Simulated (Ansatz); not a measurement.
# C₃H₃AlF₂O₂: small, medium and large basis sets

Aim: see how fast density functionals converge with the basis set for C₃H₃AlF₂O₂.

The runs use Ansatz 0.2.0, Gaussian basis; one geometry, several basis sets.

Levels to be run: PBE0-D4/def2-SVP; ωB97M-V/def2-SVP; PBE0-D4/def2-QZVPP; ωB97M-V/def2-QZVPP; the functionals' def2-TZVPP values are taken from earlier runs.

**1. The relaxed structure**

An earlier PBE0-D4 in a triple-zeta def2 set relaxation fixed the geometry.

SMILES `[F][Al-]1([F])[O]C=CC=[O+]1`, 11 atoms, charge 0, spin multiplicity 1.

Atoms are counted from 1 here; the program's logs count them from 0.

Bond lengths: F1–Al2 1.645 Å, Al2–F3 1.646 Å, Al2–O4 1.810 Å, Al2–O8 1.810 Å, O4–C5 1.268 Å, C5–C6 1.389 Å, C5–H9 1.093 Å, C6–C7 1.389 Å, C6–H10 1.080 Å, C7–O8 1.268 Å, C7–H11 1.093 Å. Angles: F1–Al2–F3 118.8°, F1–Al2–O4 109.8°, F1–Al2–O8 109.8°, F3–Al2–O4 109.7°, F3–Al2–O8 109.7°, O4–Al2–O8 96.8°, Al2–O4–C5 125.2°, O4–C5–C6 125.6°, O4–C5–H9 115.5°, C6–C5–H9 118.8°, C5–C6–C7 121.6°, C5–C6–H10 119.2°, C7–C6–H10 119.2°, C6–C7–O8 125.6°, C6–C7–H11 118.8°, O8–C7–H11 115.5°, Al2–O8–C7 125.2°.

**2. PBE0-D4 in def2-SVP**

in.yaml

```yaml
crystal:
  periodic: [false, false, false]
  atoms:
    - {symbol: F, position_ang: [-0.735754, -1.987452, 2.043181]}
    - {symbol: Al, position_ang: [0.414215, -1.059488, 1.319319]}
    - {symbol: F, position_ang: [1.963573, -1.147408, 1.866639]}
    - {symbol: O, position_ang: [-0.124918, 0.668488, 1.285238]}
    - {symbol: C, position_ang: [-0.392631, 1.330106, 0.236686]}
    - {symbol: C, position_ang: [-0.323392, 0.847848, -1.063807]}
    - {symbol: C, position_ang: [0.061149, -0.458675, -1.335417]}
    - {symbol: O, position_ang: [0.381967, -1.329344, -0.470615]}
    - {symbol: H, position_ang: [-0.702283, 2.366137, 0.399273]}
    - {symbol: H, position_ang: [-0.575698, 1.504492, -1.883781]}
    - {symbol: H, position_ang: [0.099072, -0.791804, -2.376216]}
basis:
  gaussian: {orbitals: def2-SVP}
hamiltonian: {xc: pbe0, dispersion: d4}
output: {orbitals: {seedname: orbitals}}
```

Launch:

```console
ansatz run in.yaml --threads 4 --pin off --events-out ev --progress --plain --max-ram 11315MiB
```

The runs that follow: ωB97M-V in def2-SVP; PBE0-D4 in def2-QZVPP; ωB97M-V in def2-QZVPP.

Q: Predict the results of all the runs planned. Wanted: PBE0-D4: double and triple zeta above quadruple; ωB97M-V: double and triple zeta above quadruple.

As calculated:

```
                                       quantity           value
PBE0-D4: double and triple zeta above quadruple  18.46, 0.94 eV
ωB97M-V: double and triple zeta above quadruple  18.70, 0.87 eV
```

**Reading.** PBE0-D4 gains 17.52 eV from double to triple zeta, then 0.94 eV more. Total energies overstate the basis error of differences, where much of it tends to cancel.
